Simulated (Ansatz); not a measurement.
Below is the output of a Python script on Ansatz 0.2.0, Python API that makes a convergence test of the plane-wave cutoff of EuMg, space group Pm-3m. Write a script that gives it. Settings (first run): r2SCAN, PAW, cutoff 250 eV, 6×6×6 k-points, Fermi-Dirac smearing of 0.15 eV, collinear spin. The script varies cutoff (eV): 250, 325, 400, 475, 550.

`eumg.cif`
```cif
data_EuMg
_cell_length_a 4.041333
_cell_length_b 4.041333
_cell_length_c 4.041333
_cell_angle_alpha 90.00000
_cell_angle_beta 90.00000
_cell_angle_gamma 90.00000
_symmetry_space_group_name_H-M 'P 1'
_symmetry_Int_Tables_number 1
loop_
_symmetry_equiv_pos_as_xyz
'x, y, z'
loop_
_atom_site_label
_atom_site_type_symbol
_atom_site_fract_x
_atom_site_fract_y
_atom_site_fract_z
Eu1 Eu    0.500000    0.500000    0.500000
Mg2 Mg    0.000000    0.000000    0.000000
```

Output of `python ecut.py`:
```text
 cutoff (eV)  F/atom (eV)  iterations  P (GPa)  max force (eV/A)  moment (muB)  plane waves
         250  -5352.56914          17  0.52773               0.0       7.32240          619
         325  -5353.40538          17 -0.08098               0.0       7.33532          895
         400  -5353.42245          19 -0.11629               0.0       7.33588         1213
         475  -5353.42722          19 -0.10759               0.0       7.33719         1551
         550  -5353.42939          18 -0.10027               0.0       7.33843         1935
250: +860.25 meV/atom
325: +24.01 meV/atom
400: +6.94 meV/atom
475: +2.17 meV/atom
```

The script that was run (others could print the same):

Script `ecut.py`:
```python
"""Convergence of EuMg with the plane-wave cutoff."""

import warnings

import ansatz as az
from ase.io import read
import pandas as pd

warnings.simplefilter("ignore", az.DeckWarning)

atoms = read("eumg.cif")
eumg = az.Crystal.from_ase(atoms).moments(Eu=7)

setup = (
    eumg.calculation()
    .kpoints(6, 6, 6)
    .spin("collinear")
    .functional("r2SCAN")
    .occupations("fermi_dirac", width=0.15)
    .forces()
    .stress()
)

rows = []
for value in [250, 325, 400, 475, 550]:
    summary = setup.basis(value).run().report
    rows.append((value, summary["free_energy_ev"] / len(summary["lattice"]["sites"]), summary["n_iterations"], sum(summary["stress_gpa"][i][i] for i in range(3)) / 3, max(abs(f) for row in summary["forces_ev_ang"] for f in row), summary["magnetization_mub"], summary["n_pw"]))

table = pd.DataFrame(rows, columns=["cutoff (eV)", "F/atom (eV)", "iterations", "P (GPa)", "max force (eV/A)", "moment (muB)", "plane waves"])
print(table.round(5).to_string(index=False))

# the last row is the reference
for row in rows[:-1]:
    shift = 1000 * (row[1] - rows[-1][1])
    print(f"{row[0]}: {shift:+.2f} meV/atom" + ("  (within 2 meV)" if abs(shift) < 2 else ""))
```

What to keep in mind:
- Open f shells: without a Hubbard U, without spin-orbit coupling; the state reached hangs on the start and needn't be the lowest.
- The mesh is modest for a metal, so energies can be off by several to tens of meV an atom and pressures by half a GPa or more; differences at equal mesh fare better.
- The overall sign of a collinear moment is arbitrary, and semilocal functionals can give small moments to compounds that are paramagnetic.
- The smearing is wide enough that free energy and stress hold a thermal part of the electrons.
- Forces vanish by symmetry here and test nothing.
- Pressure is positive in compression.
- r2SCAN tends to overestimate the moments of itinerant magnets.
- The structure comes from a database of computed cells and needn't be a stable or known phase.
- Shifts are counted from the last row, which is itself no proven limit.
- The script silences the warnings on its input, which a real study should read.
- Cost: about 27 core-seconds.

(Lines on the test bed's own set-up are left out of the output.)
